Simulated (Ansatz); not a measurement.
# Cl (bcc type): the cost of one run

Method: DFT PBEsol, with the methods named in each step, in Ansatz 0.2.0.

## Step 1: The starting structure

It takes space group Im-3m (No. 229, cubic). The conventional cell has a = 3.380 Å, b = 3.380 Å, c = 3.380 Å, α = 90.00°, β = 90.00°, γ = 90.00°. Around Cl (site symmetry m-3m) lie 8 Cl at 2.93 Å.

As a file:

```cif
data_structure
_symmetry_space_group_name_H-M 'Im-3m'
_symmetry_Int_Tables_number 229
_cell_length_a 3.3799
_cell_length_b 3.3799
_cell_length_c 3.3799
_cell_angle_alpha 90.000
_cell_angle_beta 90.000
_cell_angle_gamma 90.000
_cell_volume 38.61
loop_
_atom_site_label
_atom_site_type_symbol
_atom_site_symmetry_multiplicity
_atom_site_Wyckoff_symbol
_atom_site_fract_x
_atom_site_fract_y
_atom_site_fract_z
_atom_site_occupancy
Cl1 Cl 2 a 0.00000 0.00000 0.00000 1
```

The file gives the conventional cell by its symmetry; the runs use the cell typed in the input.

Whether this phase is the stable one at these pressures isn't tested.

## Step 2: The reference volume, LAPW

Input file input.yaml:

```yaml
crystal:
  lattice:
    - [-1.6899251603, 1.6899251603, 1.6899251603]
    - [1.6899251603, -1.6899251603, 1.6899251603]
    - [1.6899251603, 1.6899251603, -1.6899251603]
  atoms:
    - { symbol: Cl, position: [0.0, 0.0, 0.0] }
kpoints:
  mp_grid: { grid: [15, 15, 15] }
  band_path:
    path:
      - [0.0, 0.0, 0.0]
      - [0.5, -0.5, 0.5]
      - [0.0, 0.0, 0.5]
      - [0.0, 0.0, 0.0]
      - [0.25, 0.25, 0.25]
      - [0.5, -0.5, 0.5]
      - [0.25, 0.25, 0.25]
      - [0.0, 0.0, 0.5]
    npoints: 14
scf:
  occupations: { method: fermi_dirac, width: 0.08 }
hamiltonian:
  xc: pbesol
  pseudopotentials: { kind: all_electron, lapw: { basis_error: 0.001 } }
output:
  forces: true
  stress: true
  eigenvalues: true
  populations: true
  dos: { projected: true, de: 0.2, e_range: [-14, 8] }
```

Started as:

```
$ ansatz run input.yaml --threads 1 --pin off --max-ram 2048MiB --backend cpu --events-out ev --progress --plain --runs-dir out
```

**Question.** How long does this run take on 1 thread of Arm Neoverse V1, shared host, and how much memory does it need?

About 5.7 s, with a peak of 0.23 GiB.
